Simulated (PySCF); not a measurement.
**CH7NOSi: electronic excitations at several levels of theory**

How much do the electronic excitations of CH7NOSi (`NC[SiH2]O`) depend on the level of theory, and what does each level cost?

Computed with PySCF 2.14.0, with density-fitted response routines of our own, on a single molecule in the gas phase. Atoms are numbered from 0 throughout.

### Step 1. The molecule as given

11 atoms, charge 0, multiplicity 1; geometry from: GFN2-xTB. The atoms were then displaced at random by about 0.01 Å, so the start is not that level's minimum.

Bonds of the start (Å): N0–C1 1.44, C1–Si2 1.90, Si2–O3 1.64, N0–H4 1.00, N0–H5 1.04, C1–H6 1.09, C1–H7 1.09, Si2–H8 1.45, Si2–H9 1.49, O3–H10 0.98.

### Step 2. Optimising the geometry at PBE0-D3(BJ)/def2-SVP

What the job is given:

```
{"job": {"xc": "PBE0", "basis": "def2-SVP", "d3": "d3bj", "grid": 1, "shake": 0.01, "kind": "geom"}, "charge": 0, "multiplicity": 1}
N     -1.156290     0.848790     0.010270
C     -0.735620    -0.521060    -0.111050
Si     1.159260    -0.529320    -0.033080
O      1.743590     0.744200    -0.888800
H     -0.967360     1.217000     0.925040
H     -2.187590     0.942340    -0.114690
H     -1.173120    -1.176100     0.645640
H     -1.050320    -0.877000    -1.086660
H      1.734640    -1.723120    -0.616180
H      1.598680    -0.378930     1.382600
H      1.072240     1.427350    -1.088830
```

The run is started by

```bash
$ OMP_NUM_THREADS=1 python probes_run.py task.json out
```

One launch serves the whole session: the jobs run in the order shown.

Output:

```text
step   0  E = -461.27920971  max force = 0.026056
step   1  E = -461.28397891  max force = 0.003158
step   2  E = -461.28418096  max force = 0.000804
step   3  E = -461.28429802  max force = 0.001809
step   4  E = -461.28434954  max force = 0.001209
step   5  E = -461.28437344  max force = 0.000950
step   6  E = -461.28438883  max force = 0.000488
step   7  E = -461.28439903  max force = 0.000509
step   8  E = -461.28440513  max force = 0.000293
optimisation converged
```

It took 26 s on 1 thread of Arm Neoverse V1, shared host; peak memory 0.4 GiB.

The steps of the relaxation:

```tsv
step	energy from step 0 (eV)	largest force component (eV/Å)
0	0.0000	1.3399
1	-0.1298	0.1624
2	-0.1353	0.0413
3	-0.1385	0.0930
4	-0.1399	0.0622
5	-0.1405	0.0489
6	-0.1409	0.0251
7	-0.1412	0.0262
8	-0.1414	0.0151
```

Distances of close pairs at the start and the end, largest changes first:

```tsv
bond	before (Å)	after (Å)	change (Å)
Si2–H8	1.448	1.492	+0.044
N0–C1	1.438	1.465	+0.027
N0–H5	1.043	1.018	-0.025
Si2–O3	1.642	1.663	+0.022
C1–H7	1.085	1.103	+0.018
C1–H6	1.092	1.108	+0.015
N0–H4	1.004	1.019	+0.015
Si2–H9	1.490	1.499	+0.009
```

The final coordinates are the input of the step that follows.

```tsv
at the end point	value
point group (found at 0.08 Å tolerance)	C1
rotational constants (GHz, main isotopes)	9.286, 4.398, 3.314
dipole moment (D)	3.45
```

### Step 3. Excited states and response: PBE0/def2-TZVP

What the job is given:

```
{"job": {"kind": "uv", "xc": "PBE0", "basis": "def2-TZVP"}, "charge": 0, "multiplicity": 1}
N     -1.095394     0.875893    -0.023947
C     -0.688090    -0.529864    -0.083663
Si     1.212595    -0.523494    -0.024972
O      1.591998     0.858075    -0.870171
H     -1.053200     1.225628     0.931922
H     -2.056130     1.003412    -0.335073
H     -1.164915    -1.192801     0.664628
H     -0.968395    -0.926513    -1.074139
H      1.802674    -1.732902    -0.668756
H      1.690940    -0.463407     1.394161
H      0.766163     1.380235    -0.886206
```

Method: TDDFT PBE0/def2-TZVP, vertical, gas phase, core orbitals frozen in the response.

Output:

```text
coarse grid: 9200 points
cycle   1  E = -461.4851106898  dE =  2.148e-01  |g| = 7.611e-01  |ddm| = 2.281e+00
cycle   2  E = -461.3048467312  dE =  1.803e-01  |g| = 1.236e+00  |ddm| = 1.340e+00
cycle   3  E = -461.5910987824  dE = -2.863e-01  |g| = 9.706e-02  |ddm| = 9.726e-01
cycle   4  E = -461.5925313374  dE = -1.433e-03  |g| = 5.228e-02  |ddm| = 8.950e-02
cycle   5  E = -461.5931220308  dE = -5.907e-04  |g| = 9.045e-03  |ddm| = 3.828e-02
cycle   6  E = -461.5931390926  dE = -1.706e-05  |g| = 2.680e-03  |ddm| = 7.396e-03
cycle   7  E = -461.5931405292  dE = -1.437e-06  |g| = 6.424e-04  |ddm| = 1.837e-03
final grid: 82944 points
cycle   8  E = -461.5858192909  dE = -4.025e-05  |g| = 7.848e-03  |ddm| = 3.114e-02
cycle   9  E = -461.5858051427  dE =  1.415e-05  |g| = 1.142e-02  |ddm| = 1.175e-02
cycle  10  E = -461.5858317999  dE = -2.666e-05  |g| = 9.562e-04  |ddm| = 7.192e-03
cycle  11  E = -461.5858319459  dE = -1.461e-07  |g| = 2.818e-04  |ddm| = 6.601e-04
cycle  12  E = -461.5858319634  dE = -1.741e-08  |g| = 5.606e-05  |ddm| = 2.232e-04
cycle  13  E = -461.5858319639  dE = -5.697e-10  |g| = 2.439e-05  |ddm| = 5.098e-05
converged SCF energy = -461.5858319639

Static polarisability (au): isotropic 50.067, principal 45.884 47.877 56.441

Singlet excitations
state   eV       nm        f      main configurations
  1   6.3166    196.3   0.01736   H->L 0.95
  2   7.0014    177.1   0.01463   H->L+1 0.79, H-1->L 0.14
  3   7.2534    170.9   0.01985   H-1->L 0.73, H->L+1 0.15, H-1->L+1 0.09
  4   7.7845    159.3   0.02156   H-1->L+1 0.48, H-2->L 0.35
  5   7.9195    156.6   0.01052   H-1->L+1 0.35, H->L+2 0.29, H-2->L 0.27
  6   8.0239    154.5   0.02381   H->L+2 0.51, H-2->L 0.32, H->L+3 0.10
  7   8.1172    152.7   0.01268   H->L+3 0.82, H->L+2 0.09
  8   8.4247    147.2   0.02751   H->L+4 0.61, H-2->L+1 0.32
  9   8.5176    145.6   0.01649   H-2->L+1 0.61, H->L+4 0.28
 10   8.7451    141.8   0.05542   H->L+5 0.81, H-1->L+2 0.08

Triplet excitations (Tamm-Dancoff, eV): 5.9762 6.6839 6.8974 7.4213
```

Wall time 21 s (1 thread of Arm Neoverse V1, shared host); peak memory 0.71 GiB.

Frontier orbitals and where they lie:

```tsv
orbital	eV	atoms
HOMO−3	-9.93	O3 41 %, Si2 23 %, H9 14 %
HOMO−2	-8.92	C1 28 %, O3 24 %, Si2 19 %
HOMO−1	-8.26	O3 44 %, Si2 23 %, H9 15 %
HOMO	-7.41	N0 56 %, C1 19 %, Si2 8 %
LUMO	0.38	Si2 37 %, H5 17 %, H4 14 %
LUMO+1	0.87	Si2 54 %, H6 9 %, C1 8 %
LUMO+2	1.82	Si2 58 %, H5 13 %, H4 7 %
```

With each of the 10 states as a Gaussian band of 0.4 eV half-width at 1/e, the curve within the window shown has maxima at 195 nm (ε 750), 145 nm (ε 3,800) L/(mol cm). Beyond the last state computed it falls off for lack of states. The curve at chosen wavelengths:

nm, ε (L/mol/cm) and a bar:
```
      137       1500 ###########
      140       2814 ######################
      143       3686 #############################
      146       3799 ##############################
      150       3452 ###########################
      153       3235 #########################
      156       2953 #######################
      159       2486 ###################
      162       1960 ###############
      165       1590 ############
      169       1426 ###########
      172       1396 ###########
      175       1305 ##########
      178       1127 ########
      181        922 #######
      184        767 #####
      188        698 #####
      191        719 #####
      194        745 #####
      197        728 #####
      200        654 #####
      203        536 ####
      207        358 ##
      210        240 #
      213        150 #
      216         87
```

Further results of this job:

```tsv
property	computed
dipole moment (D)	3.35
polarisability (Å³)	7.42
HOMO–LUMO gap (eV)	7.79
−ε(HOMO) (eV)	7.41
```

### Step 4. Excited states and response: PBE0/aug-cc-pVDZ

Same as in step 3 but for these lines:

```diff
@@ -1,2 +1,2 @@
-{"job": {"kind": "uv", "xc": "PBE0", "basis": "def2-TZVP"}, "charge": 0, "multiplicity": 1}
+{"job": {"kind": "uv", "xc": "PBE0", "basis": "aug-cc-pVDZ"}, "charge": 0, "multiplicity": 1}
 N     -1.095394     0.875893    -0.023947
```

Level: TDDFT PBE0/aug-cc-pVDZ, vertical, gas phase, core orbitals frozen in the response.

Output:

```text
coarse grid: 9200 points
cycle   1  E = -461.4127811660  dE =  2.499e-01  |g| = 7.129e-01  |ddm| = 6.706e+00
cycle   2  E = -461.2336782984  dE =  1.791e-01  |g| = 1.182e+00  |ddm| = 2.442e+00
cycle   3  E = -461.5128767468  dE = -2.792e-01  |g| = 9.092e-02  |ddm| = 1.541e+00
cycle   4  E = -461.5142489118  dE = -1.372e-03  |g| = 4.782e-02  |ddm| = 2.202e-01
cycle   5  E = -461.5147761301  dE = -5.272e-04  |g| = 8.290e-03  |ddm| = 8.069e-02
cycle   6  E = -461.5147916160  dE = -1.549e-05  |g| = 2.475e-03  |ddm| = 1.437e-02
cycle   7  E = -461.5147929707  dE = -1.355e-06  |g| = 4.752e-04  |ddm| = 4.262e-03
final grid: 82944 points
cycle   8  E = -461.5221769767  dE = -2.088e-05  |g| = 7.585e-03  |ddm| = 8.686e-02
cycle   9  E = -461.5221618947  dE =  1.508e-05  |g| = 1.131e-02  |ddm| = 2.761e-02
cycle  10  E = -461.5221901423  dE = -2.825e-05  |g| = 8.752e-04  |ddm| = 1.618e-02
cycle  11  E = -461.5221902943  dE = -1.519e-07  |g| = 1.687e-04  |ddm| = 1.480e-03
cycle  12  E = -461.5221903008  dE = -6.512e-09  |g| = 5.294e-05  |ddm| = 3.360e-04
cycle  13  E = -461.5221903013  dE = -5.547e-10  |g| = 2.335e-05  |ddm| = 1.158e-04
converged SCF energy = -461.5221903013

Static polarisability (au): isotropic 54.688, principal 49.891 52.968 61.206

Singlet excitations
state   eV       nm        f      main configurations
  1   5.7685    214.9   0.01346   H->L 0.97
  2   6.4599    191.9   0.03359   H->L+1 0.96
  3   6.7987    182.4   0.01367   H-1->L 0.71, H-1->L+1 0.12
  4   6.8366    181.4   0.00139   H->L+2 0.90
  5   7.0805    175.1   0.00099   H->L+3 0.70, H->L+4 0.21
  6   7.1719    172.9   0.01450   H-1->L+1 0.74, H-1->L 0.15
  7   7.3902    167.8   0.04413   H->L+4 0.54, H->L+3 0.22, H-2->L 0.09
  8   7.4260    167.0   0.05116   H->L+5 0.47, H-2->L 0.28, H->L+4 0.17
  9   7.4816    165.7   0.00186   H-2->L 0.51, H->L+5 0.39
 10   7.7130    160.7   0.01388   H->L+6 0.86

Triplet excitations (Tamm-Dancoff, eV): 5.5321 6.2613 6.5636 6.7375
```

Run time: 17 s. Hardware: 1 thread of Arm Neoverse V1, shared host; peak memory 0.74 GiB.

This run: HOMO -7.44 eV, LUMO -0.39 eV; lowest singlet 5.77 eV.

### Step 5. Excited states and response: PBE0/def2-TZVPD

Same as in step 4 but for these lines:

```diff
@@ -1,2 +1,2 @@
-{"job": {"kind": "uv", "xc": "PBE0", "basis": "aug-cc-pVDZ"}, "charge": 0, "multiplicity": 1}
+{"job": {"kind": "uv", "xc": "PBE0", "basis": "def2-TZVPD"}, "charge": 0, "multiplicity": 1}
 N     -1.095394     0.875893    -0.023947
```

Level: TDDFT PBE0/def2-TZVPD, vertical, gas phase, core orbitals frozen in the response.

Output:

```text
coarse grid: 9200 points
cycle   1  E = -461.4874798539  dE =  2.143e-01  |g| = 7.597e-01  |ddm| = 2.515e+00
cycle   2  E = -461.2946629038  dE =  1.928e-01  |g| = 1.258e+00  |ddm| = 1.265e+00
cycle   3  E = -461.5932592349  dE = -2.986e-01  |g| = 9.902e-02  |ddm| = 7.534e-01
cycle   4  E = -461.5947174783  dE = -1.458e-03  |g| = 5.438e-02  |ddm| = 1.101e-01
cycle   5  E = -461.5953568214  dE = -6.393e-04  |g| = 9.612e-03  |ddm| = 4.577e-02
cycle   6  E = -461.5953757744  dE = -1.895e-05  |g| = 2.859e-03  |ddm| = 9.160e-03
cycle   7  E = -461.5953774185  dE = -1.644e-06  |g| = 6.788e-04  |ddm| = 2.307e-03
final grid: 82944 points
cycle   8  E = -461.5880399875  dE = -4.300e-05  |g| = 7.898e-03  |ddm| = 9.472e-02
cycle   9  E = -461.5880251001  dE =  1.489e-05  |g| = 1.161e-02  |ddm| = 1.381e-02
cycle  10  E = -461.5880526596  dE = -2.756e-05  |g| = 9.874e-04  |ddm| = 7.757e-03
cycle  11  E = -461.5880528165  dE = -1.570e-07  |g| = 2.922e-04  |ddm| = 7.406e-04
cycle  12  E = -461.5880528354  dE = -1.886e-08  |g| = 5.934e-05  |ddm| = 2.852e-04
cycle  13  E = -461.5880528360  dE = -6.298e-10  |g| = 2.681e-05  |ddm| = 6.507e-05
converged SCF energy = -461.5880528360

Static polarisability (au): isotropic 54.292, principal 49.552 52.595 60.729

Singlet excitations
state   eV       nm        f      main configurations
  1   5.9681    207.7   0.01487   H->L 0.98
  2   6.6306    187.0   0.02731   H->L+1 0.95
  3   6.9907    177.4   0.01490   H-1->L 0.74, H-1->L+1 0.16
  4   7.3702    168.2   0.00483   H->L+3 0.68, H->L+4 0.15, H->L+2 0.12
  5   7.3730    168.2   0.01175   H->L+2 0.39, H-1->L+1 0.27, H->L+3 0.11
  6   7.4163    167.2   0.00834   H-1->L+1 0.47, H->L+2 0.19, H-1->L 0.17
  7   7.6404    162.3   0.01573   H-2->L 0.76
  8   7.7420    160.1   0.07172   H->L+4 0.65, H->L+2 0.19
  9   7.9498    156.0   0.03044   H->L+5 0.91
 10   8.0315    154.4   0.04279   H->L+6 0.49, H-2->L+1 0.43

Triplet excitations (Tamm-Dancoff, eV): 5.6903 6.3889 6.6894 7.0901
```

Run time: 25 s. Hardware: 1 thread of Arm Neoverse V1, shared host; peak memory 0.81 GiB.

This run: HOMO -7.45 eV, LUMO -0.10 eV; lowest singlet 5.97 eV.

### Step 6. Ultraviolet spectrum: PBE0/6-31+G*

Same as in step 5 but for these lines:

```diff
@@ -1,2 +1,2 @@
-{"job": {"kind": "uv", "xc": "PBE0", "basis": "def2-TZVPD"}, "charge": 0, "multiplicity": 1}
+{"job": {"kind": "uv", "xc": "PBE0", "basis": "6-31+G*"}, "charge": 0, "multiplicity": 1}
 N     -1.095394     0.875893    -0.023947
```

Level: TDDFT PBE0/6-31+G*, vertical, gas phase, core orbitals frozen in the response.

Output:

```text
coarse grid: 9200 points
cycle   1  E = -461.4224837544  dE =  2.350e-01  |g| = 6.995e-01  |ddm| = 2.839e+00
cycle   2  E = -461.2598058312  dE =  1.627e-01  |g| = 1.140e+00  |ddm| = 1.804e+00
cycle   3  E = -461.5204531126  dE = -2.606e-01  |g| = 8.658e-02  |ddm| = 1.223e+00
cycle   4  E = -461.5216898723  dE = -1.237e-03  |g| = 4.513e-02  |ddm| = 1.177e-01
cycle   5  E = -461.5221677221  dE = -4.778e-04  |g| = 7.397e-03  |ddm| = 5.190e-02
cycle   6  E = -461.5221792172  dE = -1.150e-05  |g| = 2.508e-03  |ddm| = 1.064e-02
cycle   7  E = -461.5221806343  dE = -1.417e-06  |g| = 2.939e-04  |ddm| = 2.435e-03
final grid: 82944 points
cycle   8  E = -461.4779828685  dE = -1.527e-05  |g| = 7.320e-03  |ddm| = 2.718e-02
cycle   9  E = -461.4779696013  dE =  1.327e-05  |g| = 1.075e-02  |ddm| = 1.712e-02
cycle  10  E = -461.4779953803  dE = -2.578e-05  |g| = 8.205e-04  |ddm| = 1.026e-02
cycle  11  E = -461.4779955157  dE = -1.355e-07  |g| = 1.373e-04  |ddm| = 7.853e-04
cycle  12  E = -461.4779955199  dE = -4.157e-09  |g| = 5.082e-05  |ddm| = 1.977e-04
cycle  13  E = -461.4779955204  dE = -4.735e-10  |g| = 2.232e-05  |ddm| = 8.083e-05
converged SCF energy = -461.4779955204

Static polarisability (au): isotropic 48.272, principal 44.778 46.340 53.697

Singlet excitations
state   eV       nm        f      main configurations
  1   5.9181    209.5   0.01133   H->L 0.98
  2   6.5820    188.4   0.03127   H->L+1 0.95
  3   6.9241    179.1   0.01656   H-1->L 0.74, H-1->L+1 0.17
  4   7.2572    170.8   0.00577   H->L+2 0.70, H->L+3 0.23
  5   7.2905    170.1   0.01593   H-1->L+1 0.76, H-1->L 0.17
  6   7.4828    165.7   0.01597   H->L+3 0.45, H->L+4 0.25, H->L+2 0.12
  7   7.6098    162.9   0.02231   H-2->L 0.76, H->L+3 0.14
  8   7.7474    160.0   0.06131   H->L+4 0.68, H->L+2 0.13, H->L+3 0.13
  9   7.9831    155.3   0.03949   H->L+5 0.89
 10   7.9988    155.0   0.02991   H-2->L+1 0.85

Triplet excitations (Tamm-Dancoff, eV): 5.6595 6.3730 6.6774 7.0837
```

It took 7.3 s on 1 thread of Arm Neoverse V1, shared host; peak memory 0.49 GiB.

This run: HOMO -7.46 eV, LUMO -0.17 eV; lowest singlet 5.92 eV.

### Step 7. Run by run: electronic excitations

Excitations and ground-state properties, with basis size and wall time:

```tsv
run	lowest singlet (eV)	brightest (eV)	f	gap (eV)	α (Å³)	μ (D)	functions	time
PBE0/def2-TZVP	6.32	8.75	0.055	7.79	7.42	3.35	172	21 s
PBE0/aug-cc-pVDZ	5.77	7.43	0.051	7.05	8.10	3.29	159	17 s
PBE0/def2-TZVPD	5.97	7.74	0.072	7.36	8.05	3.28	220	25 s
PBE0/6-31+G*	5.92	7.75	0.061	7.29	7.15	3.65	90	7.3 s
```

### Step 8. Summary of results

| quantity | value |
| --- | --- |
| point group | C1 |
| rotational constants (main isotopes) | 9.29, 4.40, 3.31 GHz |
| lowest singlet (PBE0/def2-TZVP) | 6.32 eV (196 nm), f = 0.017 |
| brightest single state of those computed | state 10, 8.75 eV, f = 0.055 |
| lowest triplet | 5.98 eV |
| range of the lowest singlet | 5.77 to 6.32 eV |

What this shows: Single values in the summary come from the first run of each kind that ended normally (PBE0/def2-TZVP), which need not be the best level. Relaxing lowered the energy by 0.141 eV in 8 steps; the close pair that moved most is Si2–H8, from 1.448 to 1.492 Å. No frequency check was run at this level, so the end point may be a saddle. The lowest singlet, at 6.32 eV, is HOMO→LUMO 0.95 and is weak; of the 10 states computed, the strongest absorption comes from state 10 at 8.75 eV (the last computed, so partners may be missing). The lowest triplet lies 0.34 eV below the lowest singlet (triplets in Tamm-Dancoff, singlets in full TDDFT). States above −ε(HOMO) lie where TDDFT describes them poorly and they hang on the basis; the brightest is among them. The basis of PBE0/def2-TZVP has no diffuse functions, so Rydberg states are missing and the high states are unreliable. The lowest singlet runs from 5.77 eV (PBE0/aug-cc-pVDZ) to 6.32 eV (PBE0/def2-TZVP), while the orbital gap spans 7.05 to 7.79 eV. The lowest state need not be the same one in every run.
